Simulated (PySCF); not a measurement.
# C7H17NSi: magnetic properties

Aim: compute the magnetic properties of C7H17NSi (`C[Si](C)(C)N1CCCC1`).

Programs: PySCF 2.14.0, with routines of our own; each step states its level. All values are computed. Atoms count from 0.

## 1. The starting structure

26 atoms, charge 0, multiplicity 1; geometry from: GFN2-xTB.

## 2. Magnetic properties: GIAO KT3/def2-SVP

Job settings and geometry (Å):

```
{"job": {"kind": "mag", "xc": "KT3", "basis": "def2-SVP"}, "charge": 0, "multiplicity": 1}
Si     0.578880     1.033290     0.441620
C      0.638560     1.007780     2.347110
H      1.078840     1.922000     2.731410
H      1.239120     0.181240     2.712940
H     -0.352680     0.913560     2.779000
C      2.380110     1.070690    -0.214750
H      2.923320     1.936780     0.150830
H      2.410130     1.102550    -1.300570
H      2.929790     0.187650     0.099670
C     -0.338830     2.579240    -0.182700
H     -0.342620     2.627740    -1.266520
H      0.137170     3.483030     0.182510
H     -1.370960     2.592990     0.150830
N     -0.311100    -0.344070    -0.088710
C     -0.089350    -1.686080     0.414430
C     -1.201350    -2.517330    -0.215930
C     -1.321320    -1.878280    -1.595950
C     -1.127810    -0.392510    -1.292220
H     -0.121710    -1.691450     1.505000
H      0.891930    -2.071200     0.100380
H     -2.129390    -2.382920     0.340550
H     -0.961500    -3.578190    -0.255880
H     -0.518170    -2.238120    -2.240540
H     -2.275100    -2.081380    -2.079350
H     -0.651810     0.133170    -2.123780
H     -2.094150     0.089840    -1.099380
```

With the program's defaults for keys left out, this is: GIAO KT3/def2-SVP magnetisability, rotational g tensor and spin-rotation constants, non-relativistic, gas phase.

Run with:

```bash
> OMP_NUM_THREADS=1 python excited_run.py task.json out
```

The driver reads the jobs from task.json and runs them one after another.

Log:

```text
coarse grid: 20832 points
cycle   1  E = -628.3462661410  dE =  5.163e-01  |g| = 7.788e-01  |ddm| = 5.117e+00
cycle   2  E = -628.1485741002  dE =  1.977e-01  |g| = 1.158e+00  |ddm| = 2.788e+00
cycle   3  E = -628.5165561246  dE = -3.680e-01  |g| = 1.478e-01  |ddm| = 1.892e+00
cycle   4  E = -628.5211753668  dE = -4.619e-03  |g| = 4.990e-02  |ddm| = 2.523e-01
cycle   5  E = -628.5217566663  dE = -5.813e-04  |g| = 9.523e-03  |ddm| = 7.416e-02
cycle   6  E = -628.5217753335  dE = -1.867e-05  |g| = 3.364e-03  |ddm| = 1.426e-02
cycle   7  E = -628.5217782726  dE = -2.939e-06  |g| = 6.185e-04  |ddm| = 4.349e-03
final grid: 192704 points
cycle   8  E = -628.5656551766  dE = -1.035e-04  |g| = 8.025e-03  |ddm| = 7.807e-02
cycle   9  E = -628.5656312951  dE =  2.388e-05  |g| = 1.271e-02  |ddm| = 2.505e-02
cycle  10  E = -628.5656703952  dE = -3.910e-05  |g| = 1.730e-03  |ddm| = 1.763e-02
cycle  11  E = -628.5656711537  dE = -7.585e-07  |g| = 3.325e-04  |ddm| = 2.911e-03
cycle  12  E = -628.5656711786  dE = -2.496e-08  |g| = 1.017e-04  |ddm| = 4.799e-04
cycle  13  E = -628.5656711811  dE = -2.427e-09  |g| = 2.434e-05  |ddm| = 1.318e-04
cycle  14  E = -628.5656711812  dE = -1.473e-10  |g| = 6.386e-06  |ddm| = 3.458e-05
converged SCF energy = -628.5656711812

Magnetisability tensor (1e-30 J/T^2)
    -1859.19       24.10        7.60
       24.10    -1811.92       -7.69
        7.60       -7.69    -1818.85
isotropic -1829.99   principal values   -1871.23  -1817.98  -1800.76
isotropic susceptibility -110.205 1e-6 cm^3/mol

Inertial axes            a          b          c
rot. const./GHz      2.1346     0.8891     0.8081
chi total          -108.795   -109.610   -112.209
chi diamagnetic    -768.803  -1566.000  -1709.171
chi paramagnetic    660.007   1456.390   1596.962
quadrupole/D A        1.658     -0.185     -1.473
g nuclear            0.6550     0.6062     0.6057
g electronic        -0.6619    -0.6083    -0.6063
g total             -0.0069    -0.0021    -0.0006

Spin-rotation constants (kHz, H = +C I.J)
atom  isotope        aa         bb         cc
  2     1H        0.035     -0.102     -0.098
  3     1H       -0.237     -0.006     -0.074
  4     1H       -0.219     -0.101     -0.000
  6     1H        0.032     -0.112     -0.090
  7     1H       -0.231     -0.037     -0.054
  8     1H       -0.227     -0.026     -0.063
 10     1H       -0.228     -0.017     -0.071
 11     1H        0.034     -0.100     -0.099
 12     1H       -0.223     -0.098      0.001
 13    14N        0.055      0.038      0.047
 18     1H       -0.179     -0.010     -0.049
 19     1H       -0.203     -0.084      0.027
 20     1H       -0.221     -0.099      0.023
 21     1H       -0.070     -0.058     -0.070
 22     1H       -0.226     -0.097      0.024
 23     1H       -0.060     -0.060     -0.071
 24     1H       -0.175     -0.025     -0.036
 25     1H       -0.205     -0.073      0.021
  0   29Si*      -1.152     -0.502     -0.451
  1    13C*       0.222      0.099      0.079
 14    13C*       0.361      0.145      0.161
 15    13C*       0.302      0.123      0.135
* in the singly substituted isotopologue
```

It took 72 s on 1 thread of Arm Neoverse V1, shared host; peak memory 0.78 GiB.

From this job:

```tsv
quantity	value
magnetisability	-1830·10⁻³⁰ J/T²
molar susceptibility	-110.2·10⁻⁶ cm³/mol
rotational g (a, b, c)	-0.0069, -0.0021, -0.0006
```

## 3. Magnetic properties: GIAO OLYP/def2-SVP

The job, as its differences from that of step 2:

```diff
@@ -1,2 +1,2 @@
-{"job": {"kind": "mag", "xc": "KT3", "basis": "def2-SVP"}, "charge": 0, "multiplicity": 1}
+{"job": {"kind": "mag", "xc": "OLYP", "basis": "def2-SVP"}, "charge": 0, "multiplicity": 1}
 Si     0.578880     1.033290     0.441620
```

With the program's defaults for keys left out, this is: GIAO OLYP/def2-SVP magnetisability, rotational g tensor and spin-rotation constants, non-relativistic, gas phase.

Log:

```text
coarse grid: 20832 points
cycle   1  E = -620.5157492943  dE =  4.719e-01  |g| = 8.069e-01  |ddm| = 5.115e+00
cycle   2  E = -620.2755577681  dE =  2.402e-01  |g| = 1.238e+00  |ddm| = 2.975e+00
cycle   3  E = -620.6972041409  dE = -4.216e-01  |g| = 1.425e-01  |ddm| = 2.024e+00
cycle   4  E = -620.7012286677  dE = -4.025e-03  |g| = 5.682e-02  |ddm| = 2.475e-01
cycle   5  E = -620.7019679830  dE = -7.393e-04  |g| = 1.109e-02  |ddm| = 8.310e-02
cycle   6  E = -620.7019932163  dE = -2.523e-05  |g| = 3.749e-03  |ddm| = 1.586e-02
cycle   7  E = -620.7019968092  dE = -3.593e-06  |g| = 8.590e-04  |ddm| = 5.106e-03
final grid: 192704 points
cycle   8  E = -620.7756833867  dE = -5.764e-05  |g| = 1.446e-02  |ddm| = 7.246e-02
cycle   9  E = -620.7756128060  dE =  7.058e-05  |g| = 2.175e-02  |ddm| = 4.386e-02
cycle  10  E = -620.7757415107  dE = -1.287e-04  |g| = 1.000e-03  |ddm| = 2.597e-02
cycle  11  E = -620.7757417082  dE = -1.975e-07  |g| = 4.100e-04  |ddm| = 1.687e-03
cycle  12  E = -620.7757417494  dE = -4.118e-08  |g| = 8.581e-05  |ddm| = 6.111e-04
cycle  13  E = -620.7757417508  dE = -1.402e-09  |g| = 4.029e-05  |ddm| = 1.776e-04
cycle  14  E = -620.7757417512  dE = -3.859e-10  |g| = 5.837e-06  |ddm| = 5.690e-05
converged SCF energy = -620.7757417512

Magnetisability tensor (1e-30 J/T^2)
    -1873.56       21.56        3.61
       21.56    -1832.58       -7.23
        3.61       -7.23    -1837.38
isotropic -1847.84   principal values   -1883.64  -1838.34  -1821.54
isotropic susceptibility -111.279 1e-6 cm^3/mol

Inertial axes            a          b          c
rot. const./GHz      2.1346     0.8891     0.8081
chi total          -110.119   -110.827   -112.892
chi diamagnetic    -769.763  -1567.131  -1710.324
chi paramagnetic    659.643   1456.304   1597.432
quadrupole/D A        1.451     -0.100     -1.351
g nuclear            0.6550     0.6062     0.6057
g electronic        -0.6615    -0.6083    -0.6065
g total             -0.0065    -0.0020    -0.0008

Spin-rotation constants (kHz, H = +C I.J)
atom  isotope        aa         bb         cc
  2     1H        0.034     -0.103     -0.099
  3     1H       -0.240     -0.007     -0.075
  4     1H       -0.222     -0.102     -0.001
  6     1H        0.031     -0.113     -0.091
  7     1H       -0.233     -0.038     -0.055
  8     1H       -0.229     -0.027     -0.064
 10     1H       -0.230     -0.017     -0.072
 11     1H        0.033     -0.101     -0.100
 12     1H       -0.225     -0.099      0.001
 13    14N        0.053      0.037      0.047
 18     1H       -0.180     -0.011     -0.050
 19     1H       -0.205     -0.084      0.027
 20     1H       -0.223     -0.099      0.024
 21     1H       -0.072     -0.059     -0.071
 22     1H       -0.228     -0.098      0.024
 23     1H       -0.062     -0.061     -0.071
 24     1H       -0.177     -0.026     -0.036
 25     1H       -0.206     -0.073      0.021
  0   29Si*      -1.197     -0.515     -0.461
  1    13C*       0.225      0.100      0.080
 14    13C*       0.364      0.146      0.163
 15    13C*       0.306      0.125      0.137
* in the singly substituted isotopologue
```

Wall time 71 s (1 thread of Arm Neoverse V1, shared host); peak memory 0.76 GiB.

From this job:

```tsv
quantity	value
magnetisability	-1848·10⁻³⁰ J/T²
molar susceptibility	-111.3·10⁻⁶ cm³/mol
rotational g (a, b, c)	-0.0065, -0.0020, -0.0008
```

## 4. Magnetic properties side by side

```tsv
level	ξ (10⁻³⁰ J/T²)	g(a)	g(b)	gap (eV)	functions	time
GIAO KT3/def2-SVP	-1830	-0.0069	-0.0021	4.98	215	72 s
GIAO OLYP/def2-SVP	-1848	-0.0065	-0.0020	4.88	215	71 s
```

## 5. Outcome

| quantity | value |
| --- | --- |
| magnetisability (step 2, GIAO KT3/def2-SVP) | -1830·10⁻³⁰ J/T² |
| molar susceptibility (step 2, GIAO KT3/def2-SVP) | -110.2·10⁻⁶ cm³/mol |
| rotational g (a, b, c) (step 2, GIAO KT3/def2-SVP) | -0.0069, -0.0021, -0.0006 |
| magnetisability over the levels | -1848 to -1830·10⁻³⁰ J/T² |

The magnetisability spreads by 1.0 % over 2 levels of like cost. Two levels can agree by chance, so this spread shows no convergence. Vibrational averaging and real surroundings are missing from these values.
